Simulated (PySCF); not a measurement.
# WH₃: relaxation and vibrations of the quartet

Where does quartet WH₃ go from a trigonal planar start, is the end point a minimum, and what are its modes, charges and moments?

Method: PBE0, basis W def2-TZVP with ECP60, H def2-TZVP, scalar-relativistic core potentials, no spin–orbit coupling, density fitting; program: PySCF 2.14.0.

**1. The starting structure**

4 atoms, charge 0, spin multiplicity 4.

Bond lengths: W1–H2 1.690 Å, W1–H3 1.690 Å, W1–H4 1.690 Å. Angles: H2–W1–H3 120.0°, H2–W1–H4 120.0°, H3–W1–H4 120.0°.

```xyz
4
charge 0 multiplicity 4
W     0.0000    0.0000    0.0000
H     1.6900    0.0000    0.0000
H    -0.8450    1.4636    0.0000
H    -0.8450   -1.4636    0.0000
```

**2. Relaxing the quartet from the trigonal planar start**

One driver script runs all steps and calls PySCF; scf.py shows how it sets up the SCF of each step. The optimiser is the driver's own. Before each start the driver seeks the lowest SCF state from one or more starting densities and follows internal instabilities, so scf.py alone need not reach the same state.

The program finds D3h symmetry in the start, which this walk keeps.

Input file scf.py:

```python
from pyscf import gto, scf, dft
mol = gto.M(atom='''
W     -0.000000     0.000000    -0.000000
H      1.690010    -0.000009    -0.000000
H     -0.844998     1.463596    -0.000000
H     -0.845012    -1.463587     0.000000''',
    basis={'W': 'def2-TZVP', 'H': 'def2-TZVP'},
    ecp={'W': 'def2-TZVP'},
    charge=0, spin=3)
mf = dft.UKS(mol, xc='PBE0')
mf.grids.atom_grid = (50, 194)
aux = {'W': 'def2-universal-JKFIT', 'H': 'def2-universal-JKFIT'}
mf = mf.density_fit(auxbasis=aux)
mf.kernel()
```

Further steps of the session: Is it a minimum? Harmonic modes; Following the imaginary mode; Is it a minimum? Harmonic modes.

Q: Predict the outcome of this session. Wanted: minimum; geometry; wavenumbers; dipole moment; highest occupied, lowest empty level; polar-tensor charge of W1; zero-point energy; atomisation energy; ⟨S²⟩.

As calculated:

| quantity | value |
| --- | --- |
| minimum | quartet, C3v |
| geometry | W–H 1.710 Å (×3); H–W–H 112.3° (×3) |
| wavenumbers (cm⁻¹) | 411 (a1), 710 (e), 1955 (e), 1978 (a1) |
| dipole moment | 1.65 D |
| highest occupied, lowest empty level (either spin) | -6.47, -2.01 eV |
| polar-tensor charge of W1 | +0.84 e |
| zero-point energy | 46.2 kJ/mol |
| entropy at 298.15 K | 253.0 J/(mol K) |
| atomisation energy (no zero-point energy) | 880 kJ/mol |
| ⟨S²⟩ | 3.780 |

The trigonal planar start (D3h) ends in a minimum of C3v symmetry, after a first stop at a saddle point 7.2 kJ/mol higher, from which it was pushed off along an imaginary mode. The strongest infrared band lies at 1955 cm⁻¹ (e, stretch). Most of the spin sits on W1 (Mulliken spin 3.35, against 3 for the whole molecule). Only this shape and spin were tried, so other structures or states may lie lower. Open d and f shells are described by one determinant, and the ground state may have another occupation or spin. A two-component treatment could change these values noticeably.
